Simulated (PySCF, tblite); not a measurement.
# CH8ClO2Si3 radical: geometry, infrared bands and EPR parameters

What infrared bands and EPR parameters should CH8ClO2Si3 radical (`[CH2][Si@@H](O[SiH3])O[SiH2]Cl`) show?

Programs: tblite 0.8.0 and PySCF 2.14.0, with density-fitted response routines of our own. Each step states its level of theory. These are calculated values for one molecule in the gas phase, unless marked as measured. Atoms count from 0, in the outputs and in this text.

## Step 1: The starting structure

15 atoms, charge 0, multiplicity 2; geometry from: force field or distance geometry start.

Bonds of the start (Å): C0–Si1 1.89, Si1–O2 1.70, O2–Si3 1.72, Si1–O4 1.71, O4–Si5 1.72, Si5–Cl6 2.10, C0–H7 1.11, C0–H8 1.11, Si1–H9 1.47, Si3–H10 1.45, Si3–H11 1.47, Si3–H12 1.47, Si5–H13 1.46, Si5–H14 1.46.

## Step 2: Optimising the geometry with GFN2-xTB

The job: settings as JSON, then the geometry in Å.

```
{"job": {"kind": "relax", "xc": "GFN2-xTB", "basis": "xTB"}, "charge": 0, "multiplicity": 2}
C     -0.049800    -1.826800     0.983700
Si    -0.080800    -0.605600    -0.456100
O     -1.704000    -0.442400    -0.948300
Si    -2.531500     0.723800     0.014000
O      0.574200     0.859400     0.144500
Si     2.232400     0.950400    -0.304500
Cl     3.353700     1.152200     1.458000
H     -0.260400    -2.819000     0.529700
H      0.971000    -1.806800     1.409900
H      0.722500    -1.135400    -1.564900
H     -1.846200     2.001800    -0.027200
H     -2.635400     0.309400     1.420700
H     -3.901500     0.895200    -0.496500
H      2.522200     2.047800    -1.229100
H      2.629200    -0.295800    -0.955900
```

On the command line:

```console
$ OMP_NUM_THREADS=1 python probes_run.py task.json out
```

The driver reads the jobs from task.json and runs them one after another.

**Question.** This job is followed by: GFN2-xTB harmonic vibrations, gas phase; UKS B3LYP, pcH-1 on C Cl H O Si, non-relativistic, mean-field spin-orbit, GIAO. Predict these results of the whole session: strongest single infrared mode (GFN2-xTB); zero-point energy (GFN2-xTB); g(iso) (B3LYP); ⟨S²⟩; largest a(iso) (averaged by class); potential on the surface of density 0.002 e/bohr³, 1st and 99th percentile.

As calculated:

| quantity | value |
| --- | --- |
| strongest single infrared mode (GFN2-xTB) | 1062 cm⁻¹, 612 km/mol |
| zero-point energy (GFN2-xTB) | 51.6 kcal/mol |
| g(iso) (B3LYP) | 2.00260 |
| ⟨S²⟩ | 0.753 (exact 0.75) |
| largest a(iso) (averaged by class) | 13C on C0, 83.6 MHz |
| potential on the surface of density 0.002 e/bohr³, 1st and 99th percentile | -0.57 V and 1.42 V |

Relaxing lowered the energy by 1.829 eV in 168 steps; the close pair that moved most is O4–Si5, from 1.720 to 1.607 Å. The frame itself reshapes: Si1···Si5 goes from 2.79 to 3.15 Å. The lowest mode is imaginary (35i cm⁻¹), so the xTB geometry is not a minimum: the zero-point energy counts the real modes alone, and all values at this geometry belong to a saddle point. The strongest single mode, at 1062 cm⁻¹, moves mainly O4 and O2. GFN2-xTB is a fitted tight-binding method: band positions and strengths are rough. Its intensities can rank the bands wrongly. Most of the unpaired spin sits on C0 (1.05 e). The isotropic g lies 0.3 ppt above the free-electron value. These values are for one conformer; the search (at its own cheap level) found 2 more, at 0.32, 0.53 kcal/mol, and measured spectra average over such forms.
